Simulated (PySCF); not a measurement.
# trifluoroacetate (C₂F₃O₂−): NMR shifts and spin-spin couplings

Aim: predict the NMR shifts and spin-spin couplings of trifluoroacetate (C₂F₃O₂−) (`O=C([O-])C(F)(F)F`).

Computed with PySCF 2.14.0, with density-fitted response routines of our own, on a single molecule in the gas phase. Atoms are numbered from 0 throughout.

**1. The molecule as given**

7 atoms, charge -1, multiplicity 1; geometry from: GFN2-xTB, dihedral held. The dihedral O2–C1–C3–F5 is held at 60°.

Bonds of the start (Å): O0–C1 1.22, C1–O2 1.22, C1–C3 1.65, C3–F4 1.36, C3–F5 1.36, C3–F6 1.36.

**2. Nuclear shieldings: PBE0/pcSseg-1**

What the job is given:

```
{"job": {"kind": "nmr", "xc": "PBE0", "basis": "pcSseg-1", "pop": true}, "charge": -1, "multiplicity": 1}
O      1.338411    -1.196482    -0.604770
C      1.025799    -0.190138     0.007095
O      1.637515     0.654089     0.639415
C     -0.599613     0.105689    -0.016228
F     -1.151028     0.138728     1.226037
F     -0.918101     1.302337    -0.578521
F     -1.329617    -0.809223    -0.701263
```

With the program's defaults for keys left out, this is: GIAO PBE0/pcSseg-1 NMR shielding, non-relativistic, gas phase.

Standard output:

```text
coarse grid: 7608 points
cycle   1  E = -525.3047860967  dE =  1.200e+00  |g| = 1.357e+00  |ddm| = 2.448e+00
cycle   2  E = -524.6260561739  dE =  6.787e-01  |g| = 2.419e+00  |ddm| = 2.336e+00
cycle   3  E = -525.6220887946  dE = -9.960e-01  |g| = 1.251e-01  |ddm| = 1.636e+00
cycle   4  E = -525.6242955599  dE = -2.207e-03  |g| = 6.635e-02  |ddm| = 1.295e-01
cycle   5  E = -525.6249311118  dE = -6.356e-04  |g| = 2.315e-02  |ddm| = 4.259e-02
cycle   6  E = -525.6250125333  dE = -8.142e-05  |g| = 7.964e-03  |ddm| = 1.743e-02
cycle   7  E = -525.6250224253  dE = -9.892e-06  |g| = 3.109e-03  |ddm| = 6.366e-03
final grid: 79648 points
cycle   8  E = -525.7061738402  dE = -1.458e-05  |g| = 1.328e-02  |ddm| = 1.640e-02
cycle   9  E = -525.7061142312  dE =  5.961e-05  |g| = 2.277e-02  |ddm| = 2.058e-02
cycle  10  E = -525.7062024876  dE = -8.826e-05  |g| = 2.210e-03  |ddm| = 1.354e-02
cycle  11  E = -525.7062033367  dE = -8.491e-07  |g| = 4.078e-04  |ddm| = 1.607e-03
cycle  12  E = -525.7062033661  dE = -2.938e-08  |g| = 7.828e-05  |ddm| = 2.791e-04
cycle  13  E = -525.7062033672  dE = -1.159e-09  |g| = 2.181e-05  |ddm| = 7.475e-05
cycle  14  E = -525.7062033673  dE = -7.117e-11  |g| = 6.464e-06  |ddm| = 1.489e-05
converged SCF energy = -525.7062033673

GIAO shielding tensors (ppm)
atom      isotropic    diamagn.    paramagn.     s11        s22        s33       span
  0 O       27.488     404.113    -376.625   -150.912    -10.519    243.895    394.806
  1 C       30.813     244.807    -213.994    -71.796     43.156    121.079    192.875
  2 O       40.678     404.432    -363.755   -128.001      8.522    241.513    369.514
  3 C       54.370     242.594    -188.224     42.795     55.954     64.361     21.566
  4 F      266.075     475.036    -208.961    175.382    259.334    363.509    188.127
  5 F      266.173     475.019    -208.846    175.477    259.207    363.835    188.357
  6 F      266.195     474.915    -208.720    173.437    268.269    356.879    183.442
```

It took 8.8 s on 1 thread, shared host.

Shifts follow as δ = σ(reference) − σ, with reference shieldings (ppm) from runs at the same level and on the same kind of geometry: 13C TMS 186.9, 19F CFCl3 170.9, 17O H2O 336.1. The references are single molecules in the gas phase, so shifts against H2O, NH3, PH3, H3PO4 or CFCl3 are not on the usual liquid scales and can be off by tens of ppm. Each atom is listed at this fixed geometry, with no averaging over motion; a spectrum would average atoms that exchange fast.

```
atoms              environment  σ (ppm)  δ (ppm)
   C1       carboxylate carbon     30.8    156.1
   C3               CF3 carbon     54.4    132.6
   O0       carboxylate oxygen     27.5    308.6
   O2       carboxylate oxygen     40.7    295.4
   F4  fluorine of a CF3 group    266.1    -95.1
   F5  fluorine of a CF3 group    266.2    -95.2
   F6  fluorine of a CF3 group    266.2    -95.2
```

The run also stored atomic charges by several schemes (e):

```
atoms  Mulliken    IAO  Hirshfeld  ESP fit
   O0     -0.54  -0.61      -0.42    -0.70
   C1      0.36   0.49       0.09     0.70
   O2     -0.55  -0.62      -0.42    -0.71
   C3      0.66   0.68       0.20     0.40
   F4     -0.32  -0.31      -0.15    -0.23
   F5     -0.32  -0.31      -0.15    -0.23
   F6     -0.31  -0.31      -0.15    -0.23
```

Mayer bond orders: O0–C1 1.79, C1–O2 1.78, C1–C3 0.77, C3–F4 0.96, C3–F5 0.96, C3–F6 0.97.

**3. Indirect couplings: B3LYP/pcJ-1**

Same as in step 2 but for these lines:

```diff
@@ -1,2 +1,2 @@
-{"job": {"kind": "nmr", "xc": "PBE0", "basis": "pcSseg-1", "pop": true}, "charge": -1, "multiplicity": 1}
+{"job": {"kind": "j", "xc": "B3LYP", "basis": "pcJ-1"}, "charge": -1, "multiplicity": 1}
 O      1.338411    -1.196482    -0.604770
```

With the program's defaults for keys left out, this is: B3LYP/pcJ-1 indirect spin-spin coupling, non-relativistic, gas phase.

Standard output:

```text
coarse grid: 7608 points
cycle   1  E = -525.8357468760  dE =  1.187e+00  |g| = 1.456e+00  |ddm| = 2.512e+00
cycle   2  E = -524.8659828513  dE =  9.698e-01  |g| = 2.813e+00  |ddm| = 2.616e+00
cycle   3  E = -526.1857004618  dE = -1.320e+00  |g| = 1.708e-01  |ddm| = 1.916e+00
cycle   4  E = -526.1894928755  dE = -3.792e-03  |g| = 9.383e-02  |ddm| = 1.784e-01
cycle   5  E = -526.1906724393  dE = -1.180e-03  |g| = 3.360e-02  |ddm| = 5.947e-02
cycle   6  E = -526.1908332867  dE = -1.608e-04  |g| = 1.226e-02  |ddm| = 2.506e-02
cycle   7  E = -526.1908560133  dE = -2.273e-05  |g| = 4.774e-03  |ddm| = 9.417e-03
cycle   8  E = -526.1908598792  dE = -3.866e-06  |g| = 3.494e-04  |ddm| = 2.969e-03
final grid: 79648 points
cycle   9  E = -526.2706800739  dE = -2.068e-04  |g| = 6.982e-03  |ddm| = 1.110e-02
cycle  10  E = -526.2706708622  dE =  9.212e-06  |g| = 1.016e-02  |ddm| = 7.346e-03
cycle  11  E = -526.2706858022  dE = -1.494e-05  |g| = 9.327e-04  |ddm| = 4.958e-03
cycle  12  E = -526.2706858548  dE = -5.256e-08  |g| = 7.823e-04  |ddm| = 9.685e-04
cycle  13  E = -526.2706859495  dE = -9.471e-08  |g| = 1.573e-04  |ddm| = 4.960e-04
cycle  14  E = -526.2706859536  dE = -4.134e-09  |g| = 4.153e-05  |ddm| = 1.159e-04
cycle  15  E = -526.2706859539  dE = -2.749e-10  |g| = 8.536e-06  |ddm| = 2.971e-05
converged SCF energy = -526.2706859539

Indirect spin-spin couplings (Hz)
  i      j    bonds     total        FC       PSO       DSO        SD
  0 O    1 C    1     25.337    15.986    10.167    -0.140    -0.675
  0 O    2 O    2     -4.927    -0.105    -7.347    -0.048     2.573
  0 O    3 C    2    -18.419   -15.868    -1.524    -0.038    -0.989
  0 O    4 F    3     -4.142    -2.574    -2.047     0.158     0.322
  0 O    5 F    3     -4.123    -2.593    -1.999     0.157     0.311
  0 O    6 F    3      0.852     0.955     0.283    -0.058    -0.329
  1 C    2 O    1     25.619    16.243    10.149    -0.141    -0.633
  1 C    3 C    1     60.804    60.024    -0.705     0.479     1.006
  1 C    4 F    2     24.688    24.179    -1.070     0.247     1.332
  1 C    5 F    2     24.530    24.005    -1.072     0.245     1.352
  1 C    6 F    2     23.990    22.502    -0.574     0.193     1.869
  2 O    3 C    2    -17.511   -15.281    -1.391    -0.041    -0.798
  2 O    4 F    3      2.217     0.650     0.550     0.005     1.014
  2 O    5 F    3      2.160     0.611     0.510     0.007     1.033
  2 O    6 F    3    -11.268    -2.033    -5.862     0.231    -3.603
  3 C    4 F    1   -419.961  -398.180   -33.473     1.360    10.332
  3 C    5 F    1   -420.341  -398.765   -33.309     1.359    10.373
  3 C    6 F    1   -417.411  -390.141   -37.816     1.365     9.181
  4 F    5 F    2     81.207    39.519   -16.487    -0.188    58.362
  4 F    6 F    2     35.673    28.777   -42.987    -0.193    50.076
  5 F    6 F    2     36.190    29.370   -43.168    -0.191    50.180
```

Run time: 22 s. Hardware: 1 thread, shared host.

A choice of the couplings up to four bonds, sorted by the number of bonds; isotopes 13C, 19F, 17O:

```
 pair  bonds  J (Hz)  Fermi contact (Hz)  dihedral (°)
C3–F5      1  -420.3              -398.8             –
C3–F4      1  -420.0              -398.2             –
C3–F6      1  -417.4              -390.1             –
C1–C3      1    60.8                60.0             –
C1–O2      1    25.6                16.2             –
O0–C1      1    25.3                16.0             –
F4–F5      2    81.2                39.5             –
F5–F6      2    36.2                29.4             –
F4–F6      2    35.7                28.8             –
C1–F4      2    24.7                24.2             –
C1–F5      2    24.5                24.0             –
C1–F6      2    24.0                22.5             –
O0–C3      2   -18.4               -15.9             –
O2–C3      2   -17.5               -15.3             –
O0–O2      2    -4.9                -0.1             –
O2–F6      3   -11.3                -2.0          -180
O0–F4      3    -4.1                -2.6           120
O0–F5      3    -4.1                -2.6          -120
O2–F4      3     2.2                 0.7           -59
O2–F5      3     2.2                 0.6            60
```

Quadrupole couplings from the field gradients of the same density:

```
atom  isotope  eQq/h (MHz)     η
  O0      17O        8.223  0.26
  O2      17O        7.919  0.33
```

**4. Outcome**

```
                                   quantity                     value
     13C shifts against TMS (PBE0/pcSseg-1)          156.1, 132.6 ppm
     17O shifts against H2O (PBE0/pcSseg-1)          308.6, 295.4 ppm
   19F shifts against CFCl3 (PBE0/pcSseg-1)   -95.1, -95.2, -95.2 ppm
largest coupling of the table (B3LYP/pcJ-1)  1J(C,F) C3–F5, -420.3 Hz
```

What this shows: Shifts at one fixed geometry are not the observed spectrum, which averages over the motion. The geometry holds a dihedral fixed, so it need not be a minimum. At PBE0/pcSseg-1: The widest tensor belongs to O0: span 395 ppm, with a paramagnetic part of -377 ppm. Of the pairs tabulated at B3LYP/pcJ-1, C3–F5 couples most strongly (-420.3 Hz; Fermi contact -398.8 Hz). Density functionals describe couplings to fluorine poorly, F–F couplings above all, so those rows are rough.
